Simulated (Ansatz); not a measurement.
**CHClGa (quartet): wave-function methods side by side at a displaced geometry (v2), cc-pVDZ**

An exercise on one series of results from a longer session: the logs are not shown, and one member is left open.

Method: cc-pVDZ, core rule «outside noble gas», up to 20 orbitals frozen; program: Ansatz 0.2.0, Gaussian basis.

The runs, in order: UHF; CCSD(T) on ROHF; CCSD(T) on UHF; BCCD(T) on ROHF; CISD; CCSDT(Q) on ROHF; CCSDT(Q) on UHF.

31 further runs of the same task are left out: 3 for a known fault of the program, 15 that didn't finish, 13 set aside as unsound or not needed.

### The geometry

The geometry is a PBE0/def2-TZVP stationary point (not a proven minimum) with its atoms shifted at random (size 0.100 Å). No spin-orbit coupling is included. The filled d shell of Ga may be among the frozen orbitals whatever the setting's name suggests; the logs give the count.

4 atoms, charge 0, spin multiplicity 4.

Atoms are counted from 1 here; the program's logs count them from 0.

Bond lengths: C1–Ga2 1.941 Å, Ga2–Cl3 2.154 Å, Ga2–H4 1.479 Å. Angles: C1–Ga2–Cl3 114.0°, C1–Ga2–H4 121.7°, Cl3–Ga2–H4 122.6°.

Set-up of the first run:

File in.yaml:

```yaml
crystal:
  periodic: [false, false, false]
  atoms:
    - {symbol: C, position_ang: [0.123775, -1.188200, 1.720998]}
    - {symbol: Ga, position_ang: [-0.041099, 0.307659, 0.495236]}
    - {symbol: Cl, position_ang: [0.035521, -0.251003, -1.583987]}
    - {symbol: H, position_ang: [0.118630, 1.705454, 0.949831]}
basis:
  gaussian: {orbitals: cc-pVDZ}
magnetization: {spin_polarized: true, initial_magnetization: 3}
hamiltonian: {xc: hf}
output: {orbitals: {seedname: orbitals}}
```

Command:

```sh
$ ansatz run in.yaml --threads 1 --pin off --events-out ev --progress --plain --max-ram 2393MiB
```

Steps of the session up to this table: UHF; CCSD(T) on ROHF; CCSD(T) on UHF; BCCD(T) on ROHF; CISD; CCSDT(Q) on ROHF; CCSDT(Q) on UHF.

One table of the session follows, with a row left open; its other results are not shown here.

It belongs to the step «Misses and costs». 

```
   method  from UCCSDT(Q) (kJ/mol)
     ROHF                   +770.7
      UHF                        ?
     RMP2                   +119.3
     UMP2                   +118.6
    RCCSD                    +21.3
    UCCSD                    +21.1
 RCCSD(T)                     +4.6
 UCCSD(T)                     +4.4
  BCCD(T)                     +4.4
   RCCSDT                     +1.6
   UCCSDT                     +1.4
RCCSDT(Q)                     +0.3
UCCSDT(Q)                        0
```

**Question.** Estimate the row for UHF.

The run gave: from UCCSDT(Q) (kJ/mol): +766.0. In the column «from UCCSDT(Q) (kJ/mol)» it lies between RMP2 (+119.3) and ROHF (+770.7).

Not comparable, so not listed: CISD (they don't share determinant, frozen orbitals or solution with the rows shown, or repeat one).

Limits of these values: Restricted and unrestricted rows rest on different reference determinants; where their highest levels disagree by more than a few hundredths of an eV, they describe different states and don't form one ladder.
